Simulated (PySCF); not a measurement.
# C8H10OS (1-methyl-4-(methylsulfinyl)benzene): the cost of one run

Programs: PySCF 2.14.0, with routines of our own; each step states its level. All values are computed. Atoms count from 0.

## 1. The starting structure

20 atoms, charge 0, multiplicity 1; geometry from: GFN2-xTB.

## 2. Optimising the geometry at PBE0-D3(BJ)/def2-SVP

What the job is given:

```
{"job": {"xc": "PBE0", "basis": "def2-SVP", "d3": "d3bj", "grid": 2, "kind": "geom"}, "charge": 0, "multiplicity": 1}
C     -3.209187     0.628356     0.407508
C     -1.795486     0.194653     0.169324
C     -1.091045    -0.496808     1.148315
C      0.205105    -0.920326     0.917053
C      0.806743    -0.646627    -0.295634
S      2.511261    -1.216143    -0.601668
C      3.238498     0.464382    -0.307009
O      2.882617    -2.022375     0.561187
C      0.119983     0.030974    -1.287234
C     -1.175073     0.452963    -1.049041
H     -3.438367     1.529723    -0.155820
H     -3.896212    -0.154295     0.083893
H     -3.386631     0.815237     1.463764
H     -1.562222    -0.708293     2.097324
H      0.764210    -1.466178     1.662950
H      2.954185     0.804221     0.682748
H      2.867799     1.137175    -1.071336
H      4.317645     0.372302    -0.373557
H      0.595727     0.225824    -2.237216
H     -1.714700     0.985914    -1.818586
```

The run is started by

```
$ OMP_NUM_THREADS=1 python excited_run.py task.json out
```

One launch serves the whole session: the jobs run in the order shown.

**Question.** How long does this first job take on 1 thread of Arm Neoverse N1, shared host, and how much memory does it need?

About 3.8 min, with a peak of 0.89 GiB.
